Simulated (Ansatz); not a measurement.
# CH6O2Si: a ladder of functionals and wavefunction methods

One table from this session's results is given with a row withheld; the runs are named, their logs left out.

Method: functionals in def2-TZVPP, the program's frozen cores in correlated methods; program: Ansatz 0.2.0, Gaussian basis.

The runs, in order: LDA (SPW92), PBE-D4, revPBE-D4, BLYP-D4, r2SCAN-D4, B97M-V, PBE0-D4, B3LYP-D4, r2SCANh-D4, r2SCAN0-D4, HSE06-D4, BHLYP-D4, CAM-B3LYP-D4, LC-ωPBE, ωB97X-V, ωB97M-V, B2PLYP, PBE-QIDH; CCSD(T)/def2-SVP; CCSD(T)/def2-TZVPP; MP2/def2-QZVPP; extrapolation to the limit; RPA on PBE.

**Structure used throughout**

The geometry comes from an earlier relaxation with PBE0-D4 in a triple-zeta def2 set; it is a stationary point, not always the lowest conformer.

SMILES `OCO[SiH3]`, 10 atoms, charge 0, spin multiplicity 1.

Atoms are counted from 1 here; the program's logs count them from 0.

Bond lengths: O1–C2 1.381 Å, O1–H5 0.962 Å, C2–O3 1.405 Å, C2–H6 1.101 Å, C2–H7 1.095 Å, O3–Si4 1.645 Å, Si4–H8 1.480 Å, Si4–H9 1.489 Å, Si4–H10 1.490 Å. Angles: C2–O1–H5 108.3°, O1–C2–O3 110.1°, O1–C2–H6 111.6°, O1–C2–H7 106.1°, O3–C2–H6 108.9°, O3–C2–H7 110.7°, H6–C2–H7 109.4°, C2–O3–Si4 124.2°, O3–Si4–H8 106.4°, O3–Si4–H9 110.7°, O3–Si4–H10 110.9°, H8–Si4–H9 110.6°, H8–Si4–H10 110.2°, H9–Si4–H10 108.1°.

The first run:

File in.yaml:

```yaml
crystal:
  periodic: [false, false, false]
  atoms:
    - {symbol: O, position_ang: [0.863681, 1.105979, -1.833044]}
    - {symbol: C, position_ang: [0.545707, 0.829062, -0.517888]}
    - {symbol: O, position_ang: [-0.132726, -0.398728, -0.432623]}
    - {symbol: Si, position_ang: [-0.562717, -1.122374, 0.981169]}
    - {symbol: H, position_ang: [0.045416, 1.170088, -2.334717]}
    - {symbol: H, position_ang: [-0.085889, 1.616942, -0.078214]}
    - {symbol: H, position_ang: [1.497732, 0.783024, 0.022068]}
    - {symbol: H, position_ang: [-1.233774, -2.388962, 0.613607]}
    - {symbol: H, position_ang: [0.636277, -1.390490, 1.822174]}
    - {symbol: H, position_ang: [-1.490708, -0.255639, 1.760470]}
basis:
  gaussian: {orbitals: def2-TZVPP}
hamiltonian: {xc: lda}
output: {orbitals: {seedname: orbitals}}
```

Started as:

```sh
$ ansatz run in.yaml --threads 2 --pin off --events-out ev --progress --plain --max-ram 4352MiB
```

Steps of the session up to this table: LDA; PBE-D4 (GGA); revPBE-D4 (GGA); BLYP-D4 (GGA); r2SCAN-D4 (meta-GGA); B97M-V (meta-GGA); B3LYP-D4 (hybrid); r2SCANh-D4 (hybrid); r2SCAN0-D4 (hybrid); HSE06-D4 (hybrid); BHLYP-D4 (hybrid); CAM-B3LYP-D4 (range-separated); LC-ωPBE (range-separated); ωB97X-V (range-separated); ωB97M-V (range-separated); B2PLYP (double hybrid); PBE-QIDH (double hybrid).

One of the session's tables, all rows but one given; the rest of the session is left out.

It belongs to the step «Orbital energies across the functionals». 

```
  functional  HOMO (eV)  gap (eV)
 LDA (SPW92)      -6.73      5.84
      PBE-D4      -6.63      6.01
   revPBE-D4      -6.58      6.08
     BLYP-D4      -6.57      6.07
   r2SCAN-D4      -6.96      6.80
      B97M-V      -7.14      6.67
     PBE0-D4      -8.18      8.42
    B3LYP-D4      -7.98      7.98
  r2SCANh-D4      -7.54      7.66
  r2SCAN0-D4      -8.42      8.95
    HSE06-D4      -7.78      7.64
    BHLYP-D4      -9.71     10.76
CAM-B3LYP-D4      -9.67     10.84
     LC-ωPBE     -10.99     13.36
     ωB97X-V     -10.67     12.90
     ωB97M-V          ?         ?
```

Q: Estimate the row for ωB97M-V from the others.

As computed: HOMO (eV): -10.59; gap (eV): 12.46. In the column «HOMO (eV)» it lies between ωB97X-V (-10.67) and BHLYP-D4 (-9.71).
